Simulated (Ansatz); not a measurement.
**F3H4NO2Si2: one species, many methods**

An exercise on one series of results from a longer session: the logs are not shown, and one member is left open.

Method: functionals in def2-TZVPP, the program's frozen cores in correlated methods; program: Ansatz 0.2.0, Gaussian basis.

Plan: LDA (SPW92), PBE-D4, revPBE-D4, BLYP-D4, r2SCAN-D4, B97M-V, PBE0-D4, B3LYP-D4, r2SCANh-D4, r2SCAN0-D4, HSE06-D4, BHLYP-D4, CAM-B3LYP-D4, LC-ωPBE, ωB97X-V, ωB97M-V, B2PLYP, PBE-QIDH; CCSD(T)/def2-SVP; CCSD(T)/def2-TZVPP; MP2/def2-QZVPP; extrapolation to the limit; RPA on PBE.

### The geometry

An earlier PBE0-D4 in a triple-zeta def2 set relaxation fixed the geometry.

SMILES `O[SiH](O)N[Si](F)(F)F`, 12 atoms, charge 0, spin multiplicity 1.

Atoms are counted from 1 here; the program's logs count them from 0.

Bond lengths: O1–Si2 1.631 Å, O1–H9 0.960 Å, Si2–O3 1.636 Å, Si2–N4 1.724 Å, Si2–H10 1.476 Å, O3–H11 0.958 Å, N4–Si5 1.680 Å, N4–H12 1.011 Å, Si5–F6 1.580 Å, Si5–F7 1.575 Å, Si5–F8 1.574 Å. Angles: Si2–O1–H9 118.9°, O1–Si2–O3 116.2°, O1–Si2–N4 108.1°, O1–Si2–H10 104.5°, O3–Si2–N4 103.8°, O3–Si2–H10 110.1°, N4–Si2–H10 114.5°, Si2–O3–H11 117.7°, Si2–N4–Si5 128.1°, Si2–N4–H12 116.1°, Si5–N4–H12 115.7°, N4–Si5–F6 111.8°, N4–Si5–F7 109.5°, N4–Si5–F8 113.8°, F6–Si5–F7 108.2°, F6–Si5–F8 105.4°, F7–Si5–F8 107.8°.

Set-up of the first run:

Input file in.yaml:

```yaml
crystal:
  periodic: [false, false, false]
  atoms:
    - {symbol: O, position_ang: [-0.948139, -1.613467, 0.242422]}
    - {symbol: Si, position_ang: [0.365995, -1.039137, -0.533891]}
    - {symbol: O, position_ang: [0.291746, -1.027181, -2.168511]}
    - {symbol: N, position_ang: [0.550120, 0.624259, -0.118048]}
    - {symbol: Si, position_ang: [-0.161823, 1.459290, 1.154071]}
    - {symbol: F, position_ang: [-1.728780, 1.257692, 1.183936]}
    - {symbol: F, position_ang: [0.133715, 2.998630, 1.004080]}
    - {symbol: F, position_ang: [0.345565, 1.008416, 2.573810]}
    - {symbol: H, position_ang: [-1.779947, -1.141851, 0.159092]}
    - {symbol: H, position_ang: [1.469962, -1.907789, -0.081985]}
    - {symbol: H, position_ang: [0.435212, -1.856356, -2.626979]}
    - {symbol: H, position_ang: [1.103277, 1.182293, -0.753998]}
basis:
  gaussian: {orbitals: def2-TZVPP}
hamiltonian: {xc: lda}
output: {orbitals: {seedname: orbitals}}
```

Among the steps run: LDA; PBE-D4 (GGA); revPBE-D4 (GGA); BLYP-D4 (GGA); r2SCAN-D4 (meta-GGA); B97M-V (meta-GGA); PBE0-D4 (hybrid); B3LYP-D4 (hybrid); r2SCANh-D4 (hybrid); r2SCAN0-D4 (hybrid); HSE06-D4 (hybrid); BHLYP-D4 (hybrid); CAM-B3LYP-D4 (range-separated); LC-ωPBE (range-separated); ωB97X-V (range-separated); ωB97M-V (range-separated); B2PLYP (double hybrid); PBE-QIDH (double hybrid).

One of the session's tables, all rows but one given; the rest of the session is left out.

It belongs to the step «Orbital energies across the functionals». 

```
  functional  HOMO (eV)  LUMO (eV)  gap (eV)
 LDA (SPW92)      -7.49      -0.64      6.84
      PBE-D4      -7.29      -0.42      6.86
   revPBE-D4      -7.21      -0.31      6.90
     BLYP-D4      -7.15      -0.45      6.71
   r2SCAN-D4      -7.63       0.20      7.84
      B97M-V      -7.72      -0.18      7.54
     PBE0-D4      -8.80       0.48      9.27
    B3LYP-D4      -8.53       0.10      8.64
  r2SCANh-D4      -8.20       0.48      8.68
  r2SCAN0-D4      -9.04       0.88      9.92
    HSE06-D4      -8.39       0.11      8.50
    BHLYP-D4     -10.21       1.14     11.35
CAM-B3LYP-D4     -10.25       1.26     11.50
     LC-ωPBE     -11.66       2.63     14.29
     ωB97X-V          ?          ?         ?
     ωB97M-V     -11.16       1.96     13.12
```

**Question.** Estimate the row for ωB97X-V.

The run gave: HOMO (eV): -11.27; LUMO (eV): 2.41; gap (eV): 13.68. In the column «HOMO (eV)» it lies between LC-ωPBE (-11.66) and ωB97M-V (-11.16).
